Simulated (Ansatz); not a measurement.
The same calculation of MgBe4Cu, space group F-43m as a Python script and as an input file (the Ansatz DFT code, driven from Python).

Script `mgbe4cu_deck.py`:
```python
import warnings

import ansatz as az
import pandas as pd

warnings.simplefilter('ignore', az.DeckWarning)

config = {
    'crystal': {
        'lattice': [
            [0.0, 3.123742, 3.123742],
            [3.123742, 0.0, 3.123742],
            [3.123742, 3.123742, 0.0],
        ],
        'atoms': [
            {'symbol': 'Mg', 'position': [0.0, 0.0, 0.0]},
            {'symbol': 'Be', 'position': [0.376448, 0.376448, 0.376448]},
            {'symbol': 'Be', 'position': [0.870656, 0.376448, 0.376448]},
            {'symbol': 'Be', 'position': [0.376448, 0.376448, 0.870656]},
            {'symbol': 'Be', 'position': [0.376448, 0.870656, 0.376448]},
            {'symbol': 'Cu', 'position': [0.75, 0.75, 0.75]},
        ],
    },
    'kpoints': {'mp_grid': {'grid': [7, 7, 7]}},
    'hamiltonian': {'xc': 'lda'},
    'scf': {'occupations': {'method': 'fermi_dirac', 'width': 0.05}},
    'output': {'forces': True, 'stress': True, 'eigenvalues': True},
}

planned = az.Session.from_dict(config).plan(threads=1, pin='off')
out = planned.execute()
report = out.report

print('%-22s %14.5f eV' % ('F = E - TS', report['free_energy_ev']))
print('%-22s %14.5f eV' % ('E', report['internal_energy_ev']))
print('%-22s %14.5f eV' % ('Harris-Foulkes', report['harris_foulkes_ev']))
print('%-22s %14.5f eV' % ('Fermi level', report['fermi_energy_ev']))

table = pd.DataFrame(report['forces_ev_ang'], columns=['fx', 'fy', 'fz'])
table.insert(0, 'atom', [site['symbol'] for site in report['lattice']['sites']])
print(table.round(4).to_string())

used = report['setup']
print('cutoffs (eV):', used['ecut_ev'], used['ecutrho_ev'], ' FFT grid:', used['fft_dense'])
print('cell volume {:.3f} A^3, {} symmetry operations'.format(used['cell_volume_ang3'], used['n_sym_ops']))

print('energy terms (eV)')
for term, value in report['components'].items():
    if abs(value) > 1e-9:
        print(f'  {term:26s} {value:16.5f}')
```

Output of `python mgbe4cu_deck.py`:
```text
F = E - TS                -8810.32660 eV
E                         -8810.30371 eV
Harris-Foulkes            -8810.32660 eV
Fermi level                   9.62159 eV
  atom      fx      fy      fz
0   Mg -0.0000 -0.0000 -0.0000
1   Be -0.0015 -0.0015 -0.0015
2   Be -0.0015  0.0015  0.0015
3   Be  0.0015  0.0015 -0.0015
4   Be  0.0015 -0.0015  0.0015
5   Cu -0.0000  0.0000  0.0000
cutoffs (eV): 420.0 1680.0  FFT grid: [30, 30, 30]
cell volume 60.961 A^3, 24 symmetry operations
energy terms (eV)
  e_band                           -786.37981
  e_kinetic                         458.35986
  e_local                         -7261.17798
  e_nonlocal                        504.38305
  e_hartree                        3113.57199
  e_xc                             -196.88799
  e_vxc                            -237.08412
  e_paw                           -2080.17581
  e_vpaw                           -477.99426
  e_augmentation_tail                 0.00022
  e_ewald                         -3349.09835
  e_core_change                       0.72129
  e_smearing                         -0.02289
```

`input.yaml`:
```yaml
crystal:
  lattice:
    - [0.0, 3.123742, 3.123742]
    - [3.123742, 0.0, 3.123742]
    - [3.123742, 3.123742, 0.0]
  atoms:
    - { symbol: Mg, position: [0.0, 0.0, 0.0] }
    - { symbol: Be, position: [0.376448, 0.376448, 0.376448] }
    - { symbol: Be, position: [0.870656, 0.376448, 0.376448] }
    - { symbol: Be, position: [0.376448, 0.376448, 0.870656] }
    - { symbol: Be, position: [0.376448, 0.870656, 0.376448] }
    - { symbol: Cu, position: [0.75, 0.75, 0.75] }
kpoints:
  mp_grid:
    grid: [7, 7, 7]
hamiltonian:
  xc: lda
scf:
  occupations:
    method: fermi_dirac
    width: 0.05
output:
  forces: true
  stress: true
  eigenvalues: true
```

Total energies depend on the potentials; only differences at equal settings carry meaning. A total without «per atom» is that of the cell as typed. The energy terms are those on the plane-wave grid, with the one-centre PAW part apart; e_band, e_vxc and e_vpaw aren't summands of the total. For a metal this k-point mesh is coarse: on a finer one energies can move by several to tens of meV an atom and pressures by half a GPa or more, differences at one mesh by less. Only differences from the Fermi energy are physical; the zero of the scale is a convention. At these settings the cell as given stands under about -6 GPa, so it isn't at this functional's equilibrium volume. This cell is a computed structure, which may not be the phase found in nature. Gaps and levels are Kohn-Sham values on a finite set of k-points. Run time: 4.1 s on 1 thread of Arm Neoverse V1, with other jobs on the host, peak memory 0.44 GiB.

(Lines on the test bed's own set-up are left out of the output.)
